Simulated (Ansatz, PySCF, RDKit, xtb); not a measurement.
**Solving Si2H4OF−, step by step**

Task: start from the formula Si2H4OF− (charge -1), draw up candidate structures, narrow them down in stages, and characterise the one that lies lowest at 200 K.

The funnel: GFN2-xTB relaxations, single points with a density functional, relaxations at B3LYP-D3(BJ)/def2-SVPD, harmonic vibrations, and a last energy at a higher level. All values are calculated.

8 further runs of the same task are left out: 1 for a known fault of the program, 7 set aside as unsound or not needed.

**1. Possible bonding patterns**

A program enumerates the bonding patterns with one Lewis structure each (two rings at most, one unusual centre or charged pair), with their diastereomers. O–O, O–halogen and N–halogen bonds and N–N–N chains are not drawn. That gives 8 candidates.

| label | SMILES | spin |
| --- | --- | --- |
| c198 | [O-][SiH2][SiH2]F | singlet |
| c251 | [O-][Si@H](F)[SiH3] | singlet |
| c267 | O[SiH2][SiH-]F | singlet |
| c313 | F[SiH2]O[SiH2-] | singlet |
| c365 | O[SiH-][SiH2]F | singlet |
| c374 | F[SiH-]O[SiH3] | singlet |
| c605 | O[Si-](F)[SiH3] | singlet |

Candidates are built by distance geometry, with a force field where one applies, in up to four conformers (letters a to d). 16 starts with atoms placed at random are added, to find patterns that the rules miss.

**Question.** With final energies at CCSD(T)/def2-SVPD + MP2/def2-TZVPPD - MP2/def2-SVPD, which structure will this search put lowest in free energy, and by what margin?

| quantity | value |
| --- | --- |
| lowest structure found | F[SiH2]O[SiH2-], singlet, C1 |
| next finalist | F[SiH-]O[SiH3], singlet, 2.5 kcal/mol higher in G |
| share at equilibrium, among the finalists | 99.8 % |
| harmonic wavenumbers, lowest and highest (B3LYP-D3(BJ)/def2-SVPD) | 54 and 2209 cm⁻¹ |
| rotational constants, same geometry | 0.6616, 0.06357, 0.06034 cm⁻¹ |
| HOMO energy (PBE0/def2-TZVPD) | -0.63 eV |
| LUMO energy (PBE0/def2-TZVPD) | 3.70 eV |
| HOMO–LUMO gap (to an unbound level, set by the basis) (PBE0/def2-TZVPD) | 4.33 eV |
| lowest excitation (TD-CAM-B3LYP/def2-SVPD) | 3.98 eV (f = 0.044) |
| strongest of the states computed, same level | 4.36 eV (f = 0.163) |
| lowest triplet excitation, same level, Tamm-Dancoff | 3.21 eV |
| vertical detachment energy | 2.56 eV |
| vertical triplet less singlet | +2.89 eV |

The lowest structure found is `F[SiH2]O[SiH2-]`. The margin, 2.5 kcal/mol, is modest. GFN2-xTB, r2SCAN-D4/def2-SVPD and MP2/def2-SVPD favour the singlet [O][SiH]([F])[SiH3] ‡; HF/STO-3G, B3LYP-D3(BJ)/def2-SVPD and HF/def2-SVPD favour the singlet F[SiH-]O[SiH3]. In an anion, excitations above the detachment energy lie in the continuum and hang on the basis, so they needn't be bound states. The search is not exhaustive (a finite list of starts, one conformer a finalist), so a lower isomer can't be ruled out. Patterns outside the rules of the enumeration were met only by chance.

‡ marks the bonded skeleton alone, with all bonds drawn single: no Lewis structure was assigned that passes a check against the bond lengths.
